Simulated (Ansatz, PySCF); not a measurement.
# Hf(SH)4: plane waves, with and without spin–orbit coupling

Aim: solve Hf(SH)4 in a box with plane waves and see what spin–orbit coupling changes. It is a constructed species; whether it can be made isn't addressed.

Program: Ansatz 0.2.0. Level of theory: DFT PBE, plane waves, PAW, molecule in a box with 9 Å of vacuum. These are calculated values, not measurements.

3 further runs of the same task are left out: 2 for a known fault of the program, 1 set aside as unsound or not needed.

## Step 1: The system as given

9 atoms, charge 0, spin multiplicity 1.

Bond lengths: Hf1–S2 2.436 Å, Hf1–S4 2.436 Å, Hf1–S6 2.436 Å, Hf1–S8 2.436 Å, S2–H3 1.359 Å, S4–H5 1.359 Å, S6–H7 1.359 Å, S8–H9 1.359 Å. Angles: S2–Hf1–S4 110.5°, S2–Hf1–S6 108.9°, S2–Hf1–S8 108.9°, S4–Hf1–S6 108.9°, S4–Hf1–S8 108.9°, S6–Hf1–S8 110.5°, Hf1–S2–H3 90.3°, Hf1–S4–H5 90.3°, Hf1–S6–H7 90.3°, Hf1–S8–H9 90.3°.

Geometry (Å):

```mol
H4HfS4
  3D, bonds by distance, orders not assigned

  9  8  0  0  0  0  0  0  0  0999 V2000
   -0.0000    0.0000   -0.0000 Hf  0  0
    1.3432    1.4849    1.3881 S   0  0
    1.7652    0.4258    2.1268 H   0  0
   -1.3432   -1.4849    1.3881 S   0  0
   -1.7652   -0.4258    2.1268 H   0  0
    1.4850   -1.3432   -1.3881 S   0  0
    0.4258   -1.7653   -2.1268 H   0  0
   -1.4850    1.3432   -1.3881 S   0  0
   -0.4258    1.7653   -2.1268 H   0  0
  1  2  8  0
  1  4  8  0
  1  6  8  0
  1  8  8  0
  2  3  8  0
  4  5  8  0
  6  7  8  0
  8  9  8  0
M  END
```

Formal oxidation states: Hf +4. An earlier session relaxed this geometry at r2SCAN, Hf def2-SVP with ECP60, S def2-SVP, H def2-SVP (singlet, point group S4).

## Step 2: Scalar-relativistic

input.yaml reads:

```yaml
crystal:
  lattice:
    - [12.53, 0.0, 0.0]
    - [0.0, 12.53, 0.0]
    - [0.0, 0.0, 13.25]
  atoms:
    - { symbol: Hf, position: [0.50001357, 0.50002155, 0.50013434] }
    - { symbol: S, position: [0.60721309, 0.61853232, 0.60489962] }
    - { symbol: H, position: [0.64088907, 0.5340008, 0.66064755] }
    - { symbol: S, position: [0.39281405, 0.38151077, 0.60489962] }
    - { symbol: H, position: [0.35913807, 0.4660423, 0.66064755] }
    - { symbol: S, position: [0.61852833, 0.39282043, 0.39537057] }
    - { symbol: H, position: [0.53399362, 0.35913807, 0.33962264] }
    - { symbol: S, position: [0.3814988, 0.60722267, 0.39537057] }
    - { symbol: H, position: [0.46603352, 0.64090503, 0.33962264] }
basis:
  ecutwfc: 420
  ecutrho_ratio: 4
kpoints:
  mp_grid: { grid: [1, 1, 1] }
hamiltonian:
  xc: pbe
scf:
  occupations: { method: gaussian, width: 0.01 }
output:
  forces: true
  eigenvalues: true
  populations: true
```

On the command line:

```console
ansatz run input.yaml --threads 2 --pin off --max-ram 5120MiB --backend cpu --events-out ev --progress --plain --runs-dir out
```

Standard output (excerpt; [...] marks lines left out):

```text
Warning: the atoms were moved onto the symmetric positions of the space group found under crystal.symmetry.tolerance 1.0e-5 (fractional; no operation is sought that the atoms, as they stand in a round, miss by more than twice it, and no atom is moved by as much as it), and the run uses [...]
Warning: RAYON_NUM_THREADS=2 ignored (pool sized by the plan → 2); use --threads N
[...]
Pseudopotentials: kind: paw
Pseudopotential: Hf, paw, valence charge 26, recommended cutoff 420 eV (normal), Hf.paw.azcp
Pseudopotential: S, paw, valence charge 6, recommended cutoff 420 eV (normal), S.paw.azcp
Pseudopotential: H, paw, valence charge 1, recommended cutoff 420 eV (normal), H.paw.azcp
Functional definition: PBE
[...]
Crystal: 9 atoms, lattice volume = 2080.262 Å³
Basis set: ecut = 420 eV, 40629 PW (Γ), exchange–correlation on 180×180×180 points (8 copies of the dense FFT grid, shifted against one another)
Bands: 36, of which v1, the nominal top of the filled ones, is band 27 counted from 1 (26 counted from 0)
Symmetry: 4 space group operations
Space group: P-4 (ITA 81), of the structure as read, at distance tolerance 1.3e-4 Å
k-points: 1
[...]
SCF iter   1: F=—  HF=-19397.009984 eV  |F-HF|=—  |Δ(HF+E_count)|=         —  Δρ=9.77e-4  dr2=3.17e-2  ethr=1.77e-3  ⟨swp⟩=8.0  Hψ=191  notcnv=0
[...]
SCF iter   7: F=-19397.024735 eV  HF=-19397.024735 eV  |F-HF|=2.74e-8  |Δ(HF+E_count)|=   5.03e-7  Δρ=1.41e-6  dr2=3.49e-8  ethr=1.85e-10  ⟨swp⟩=16.0  Hψ=192  notcnv=0
[...]
SCF converged after 7 iterations
Free energy (F): -19397.024735 eV
[...]
E sigma→0 (E₀):  -19397.024735 eV
Fermi energy:    -4.152717 eV
[...]
--- Forces (eV/Å), atoms counted from 1 ---
  atom   1  Hf    -0.00000000    -0.00000000     0.00000000
  atom   2  S     -0.10893032    -0.08568309    -0.16223975
  atom   3  H     -0.01541092    -0.03042753     0.00377551
  atom   4  S      0.10893032     0.08568309    -0.16223975
  atom   5  H      0.01541092     0.03042753     0.00377551
  atom   6  S     -0.08568309     0.10893032     0.16223975
  atom   7  H     -0.03042753     0.01541092    -0.00377551
  atom   8  S      0.08568309    -0.10893032     0.16223975
[...]
--- Band table (eV) ---
[...]
--- Löwdin populations: 9 sites ---
  site symbol       q [e]
     0     Hf     25.0417
     1      S      6.2896
     2      H      0.8392
     3      S      6.2896
     4      H      0.8392
     5      S      6.2896
     6      H      0.8392
     7      S      6.2896
     8      H      0.8392
  spilling = 0.008207 (of n_electrons = 54.000000)
```

It took 5.3 s on 2 threads of Arm Neoverse V1, shared host; peak memory 1.1 GiB.

Levels from the highest filled one (eV). Filled: -3.56, -3.56, -1.80, -0.96, -0.96, -0.96, -0.56, -0.33, 0.00, 0.00. Empty: 3.63, 3.97, 4.55, 4.55, 4.81, 5.17, 6.08, 6.08.

## Step 3: Spin–orbit coupling

input.yaml, as its differences from that of step 2:

```diff
@@ -28 +28,8 @@
   populations: true
+  write_density: true
+  write_potential: true
+  elf: true
+  volumetric_format: npy
+magnetization:
+  noncollinear: true
+  spin_orbit: true
```

On the command line:

```console
ansatz run input.yaml --threads 2 --pin off --max-ram 5120MiB --backend cpu --events-out ev --progress --plain --runs-dir out
```

Standard output (excerpt; [...] marks lines left out):

```text
Warning: the atoms were moved onto the symmetric positions of the space group found under crystal.symmetry.tolerance 1.0e-5 (fractional; no operation is sought that the atoms, as they stand in a round, miss by more than twice it, and no atom is moved by as much as it), and the run uses [...]
Warning: RAYON_NUM_THREADS=2 ignored (pool sized by the plan → 2); use --threads N
[...]
Pseudopotentials: kind: paw_fr
Pseudopotential: Hf, paw_fr, valence charge 26, recommended cutoff 420 eV (normal), Hf.paw.azcp#standard-fr
Pseudopotential: S, paw_fr, valence charge 6, recommended cutoff 420 eV (normal), S.paw.azcp#standard-fr
Pseudopotential: H, paw_fr, valence charge 1, recommended cutoff 420 eV (normal), H.paw.azcp#standard-fr
[... 1 set-up line as earlier in the session ...]
[...]
non-collinear run that drives no moment, with spin-orbit: no starting moment large enough to seed its density (crystal.atoms[].spin), no starting occupations that ask for one, no magnetisation constraint and no magnetic field, so the semilocal B_xc is pinned to zero
Crystal: 9 atoms, lattice volume = 2080.262 Å³
[...]
WARN: The output density's exchange-correlation potential varies sharply where the density is thin. Do not read a vacuum level from v_tot or v_xc, or from such a field of the output density. On a cell that repeats whose density bears no net charge and no dipole along the vacuum's axis use [...]
  site 4: m = (+0.0000, +0.0000, +0.0000) μB, |m| = 0.0000 μB  (R = 0.56 Å)
  site 5: m = (+0.0000, +0.0000, +0.0000) μB, |m| = 0.0000 μB  (R = 0.56 Å)
  site 6: m = (+0.0000, +0.0000, +0.0000) μB, |m| = 0.0000 μB  (R = 0.56 Å)
  site 7: m = (+0.0000, +0.0000, +0.0000) μB, |m| = 0.0000 μB  (R = 0.56 Å)
  site 8: m = (+0.0000, +0.0000, +0.0000) μB, |m| = 0.0000 μB  (R = 0.56 Å)
Free energy (F): -19415.674649 eV
[...]
E sigma→0 (E₀):  -19415.674649 eV
Fermi energy:    -4.152786 eV
[...]
--- Forces (eV/Å), atoms counted from 1 ---
  atom   1  Hf    -0.00000000    -0.00000000     0.00000000
  atom   2  S     -0.11936081    -0.09767848    -0.17268918
  atom   3  H     -0.01500750    -0.03008662     0.00399910
  atom   4  S      0.11936081     0.09767848    -0.17268918
  atom   5  H      0.01500750     0.03008662     0.00399910
  atom   6  S     -0.09767848     0.11936081     0.17268918
  atom   7  H     -0.03008662     0.01500750    -0.00399910
  atom   8  S      0.09767848    -0.11936081     0.17268918
[...]
--- Band table (eV) ---
[...]
--- Löwdin populations: 9 sites ---
  site symbol       q [e]
     0     Hf     25.0379
     1      S      6.2899
     2      H      0.8391
     3      S      6.2899
     4      H      0.8391
     5      S      6.2899
     6      H      0.8391
     7      S      6.2899
     8      H      0.8391
  spilling = 0.008266 (of n_electrons = 54.000000)
```

Run time: 36 s. Hardware: 2 threads of Arm Neoverse V1, shared host; peak memory 2.8 GiB.

Levels from the highest filled one (eV). Filled: -0.94, -0.94, -0.57, -0.57, -0.34, -0.34, -0.02, -0.02, 0.00, 0.00. Empty: 3.60, 3.60, 3.93, 3.93, 4.55, 4.55, 4.57, 4.57.

## Step 4: The runs side by side

| run | gap (eV) | largest force component (eV/Å) | time |
| --- | --- | --- | --- |
| scalar-relativistic | 3.63 | 0.16 | 5.3 s |
| spin–orbit coupling | 3.60 | 0.17 | 36 s |

Spin–orbit coupling changes the gap between the highest filled and lowest empty level from 3.63 to 3.60 eV, at 6.7 times the wall time. The geometry was relaxed with r2SCAN in Gaussian bases, so forces remain. Levels near the vacuum level depend on the box.

These are semilocal Kohn-Sham gaps, which aren't the measured quantity. Such gaps usually fall short of the measured ones.
